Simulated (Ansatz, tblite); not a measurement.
# Ga11N10 wurtzite ring sphere (Ga₁₁N₁₀H₂₈−): one state, many levels

An exercise on one series of results from a longer session: the logs are not shown, and one member is left open.

The runs use Ansatz 0.2.0, Gaussian basis; as each input shows.

The runs, in order: GFN1-xTB, GFN2-xTB, PBE-D4/def2-TZVP, r2SCAN-D4/def2-TZVP, B3LYP-D4/def2-TZVP, revPBE-D4/def2-TZVP, PBE-D4/def2-SVP, PBE0-D4/def2-SVP, HF/6-31G, B3LYP-D4/6-31G, MP2/def2-SVP, RPA/def2-SVP.

### The structure

The geometry is that of the singlet, from an earlier relaxation (PBE-D4/def2-SVP).

49 atoms, charge -1, spin multiplicity 1.

Bond lengths: Ga1–N2 2.055 Å, Ga1–N6 1.983 Å, Ga1–H22 1.593 Å, Ga1–H23 1.593 Å, N2–Ga8 1.977 Å, N2–H24 1.030 Å, N2–H25 1.030 Å, Ga3–N4 2.083 Å, Ga3–N7 1.965 Å, Ga3–H26 1.603 Å, Ga3–H27 1.590 Å, N4–Ga9 2.001 Å, N4–H28 1.030 Å, N4–H29 1.030 Å, Ga5–N6 2.000 Å, Ga5–N7 2.022 Å, Ga5–H30 1.597 Å, Ga5–H31 1.608 Å and more. Angles: N2–Ga1–N6 99.3°, N2–Ga1–H22 105.2°, N2–Ga1–H23 105.2°, N6–Ga1–H22 112.0°, N6–Ga1–H23 112.0°, H22–Ga1–H23 120.3°, Ga1–N2–Ga8 112.3°, Ga1–N2–H24 107.8°, Ga1–N2–H25 107.8°, Ga8–N2–H24 109.9°, Ga8–N2–H25 109.9°, H24–N2–H25 109.0°, N4–Ga3–N7 101.6°, N4–Ga3–H26 101.0°, N4–Ga3–H27 103.1°, N7–Ga3–H26 111.8°, N7–Ga3–H27 114.3°, H26–Ga3–H27 121.4° and more.

The ion is computed in the gas phase, without counter-ions or solvent.

PBE0-D4/def2-TZVP was run before; its log isn't repeated, and its numbers join the tables.

The first run:

Tight binding, by tblite at 300 K electronic temperature and without a spin-polarisation term:

```python
tblite.interface.Calculator('GFN1-xTB', numbers, positions, charge=-1, uhf=0).singlepoint()
```

Tight binding, by tblite at 300 K electronic temperature and without a spin-polarisation term:

```python
tblite.interface.Calculator('GFN2-xTB', numbers, positions, charge=-1, uhf=0).singlepoint()
```

start.molden holds the orbitals of an earlier run on this state, given as this run's starting guess.

File in.yaml:

```yaml
crystal:
  periodic: [false, false, false]
  atoms:
    - {symbol: Ga, position_ang: [-2.433020, -1.400096, -2.877237]}
    - {symbol: N, position_ang: [-2.326778, -1.342148, -0.826108]}
    - {symbol: Ga, position_ang: [0.672622, -3.297947, -0.268923]}
    - {symbol: N, position_ang: [0.836156, -3.191073, 1.805119]}
    - {symbol: Ga, position_ang: [0.916328, -1.398287, -2.796654]}
    - {symbol: N, position_ang: [-0.757592, -0.433642, -3.312506]}
    - {symbol: N, position_ang: [0.827052, -1.406108, -0.776261]}
    - {symbol: Ga, position_ang: [-0.706486, -0.407361, -0.184929]}
    - {symbol: Ga, position_ang: [0.809922, -1.362255, 2.616932]}
    - {symbol: N, position_ang: [-0.738958, -0.428230, 1.822723]}
    - {symbol: Ga, position_ang: [-0.753800, 1.497493, -2.793834]}
    - {symbol: N, position_ang: [-0.803891, 1.420904, -0.773543]}
    - {symbol: Ga, position_ang: [-2.518622, 2.233532, -0.263786]}
    - {symbol: Ga, position_ang: [-0.772023, 1.379027, 2.619561]}
    - {symbol: N, position_ang: [-2.343366, 2.317325, 1.810431]}
    - {symbol: Ga, position_ang: [2.463922, -0.585449, -0.141821]}
    - {symbol: N, position_ang: [2.344879, -0.433935, 1.851341]}
    - {symbol: N, position_ang: [2.293311, 1.323815, -0.756128]}
    - {symbol: Ga, position_ang: [0.726286, 2.426386, -0.138868]}
    - {symbol: Ga, position_ang: [2.520356, 1.452008, 2.520887]}
    - {symbol: N, position_ang: [0.799118, 2.244727, 1.853949]}
    - {symbol: H, position_ang: [-2.346539, -2.944697, -3.257604]}
    - {symbol: H, position_ang: [-3.726944, -0.550567, -3.253940]}
    - {symbol: H, position_ang: [-2.329986, -2.313531, -0.482337]}
    - {symbol: H, position_ang: [-3.169773, -0.861427, -0.479814]}
    - {symbol: H, position_ang: [-0.828614, -3.837192, -0.429730]}
    - {symbol: H, position_ang: [1.921327, -4.190419, -0.682936]}
    - {symbol: H, position_ang: [0.088991, -3.765969, 2.220547]}
    - {symbol: H, position_ang: [1.707717, -3.665050, 2.083490]}
    - {symbol: H, position_ang: [0.864440, -2.910903, -3.307114]}
    - {symbol: H, position_ang: [2.178034, -0.489033, -3.206118]}
    - {symbol: H, position_ang: [-0.723418, -0.413061, -4.345474]}
    - {symbol: H, position_ang: [0.753572, -1.493100, 4.199187]}
    - {symbol: H, position_ang: [-1.589962, -0.919645, 2.136181]}
    - {symbol: H, position_ang: [-2.089163, 2.211126, -3.302476]}
    - {symbol: H, position_ang: [0.664857, 2.134606, -3.203484]}
    - {symbol: H, position_ang: [-3.737323, 1.204791, -0.426551]}
    - {symbol: H, position_ang: [-2.665427, 3.762332, -0.674142]}
    - {symbol: H, position_ang: [-0.912012, 1.393617, 4.201973]}
    - {symbol: H, position_ang: [-3.214489, 1.956377, 2.225433]}
    - {symbol: H, position_ang: [-2.318441, 3.308512, 2.090996]}
    - {symbol: H, position_ang: [3.862879, -1.217400, -0.535252]}
    - {symbol: H, position_ang: [3.192125, -0.900730, 2.211212]}
    - {symbol: H, position_ang: [2.231998, 1.289648, -1.789559]}
    - {symbol: H, position_ang: [3.164929, 1.826500, -0.534553]}
    - {symbol: H, position_ang: [0.879357, 3.954294, -0.530331]}
    - {symbol: H, position_ang: [2.529011, 1.455360, 4.117362]}
    - {symbol: H, position_ang: [3.738243, 2.155557, 1.749471]}
    - {symbol: H, position_ang: [0.819167, 3.211336, 2.215186]}
basis:
  gaussian: {orbitals: def2-TZVP, fitting: {mean_field: def2-universal-jkfit}, initial_orbitals: start.molden}
total_charge: -1
hamiltonian: {xc: pbe, dispersion: d4}
scf: {omitted_lower_state_checks: [starts]}
output: {forces: true, orbitals: {seedname: orbitals}}
```

Launch:

```bash
> ansatz run in.yaml --threads 4 --pin off --events-out ev --progress --plain --max-ram 46080MiB --backend cuda --devices 0, --max-vram 37GiB
```

Steps of the session up to this table: PBE-D4/def2-TZVP; r2SCAN-D4/def2-TZVP; B3LYP-D4/def2-TZVP; revPBE-D4/def2-TZVP; PBE-D4/def2-SVP; PBE0-D4/def2-SVP; HF/6-31G; B3LYP-D4/6-31G; MP2/def2-SVP; RPA/def2-SVP.

One of the session's tables, all rows but one given; the rest of the session is left out.

It belongs to the step «Levels side by side». 

| level | HOMO (eV) | LUMO (eV) | gap (eV) |
| --- | --- | --- | --- |
| HF/6-31G | -7.01 | 4.63 | 11.64 |
| PBE-D4/def2-SVP | -2.83 | 1.74 | 4.57 |
| PBE-D4/def2-TZVP | -2.97 | 1.31 | 4.28 |
| revPBE-D4/def2-TZVP | -2.92 | 1.45 | 4.37 |
| r2SCAN-D4/def2-TZVP | -3.25 | 1.69 | 4.94 |
| B3LYP-D4/6-31G | -3.84 | 1.89 | 5.73 |
| B3LYP-D4/def2-TZVP | -3.96 | 1.83 | 5.80 |
| PBE0-D4/def2-SVP | -4.05 | 2.56 | 6.61 |
| PBE0-D4/def2-TZVP | ? | ? | ? |

Estimate the missing values for PBE0-D4/def2-TZVP.

As computed: HOMO (eV): -4.15; LUMO (eV): 2.09; gap (eV): 6.24. In the column «HOMO (eV)» it lies between HF/6-31G (-7.01) and PBE0-D4/def2-SVP (-4.05).
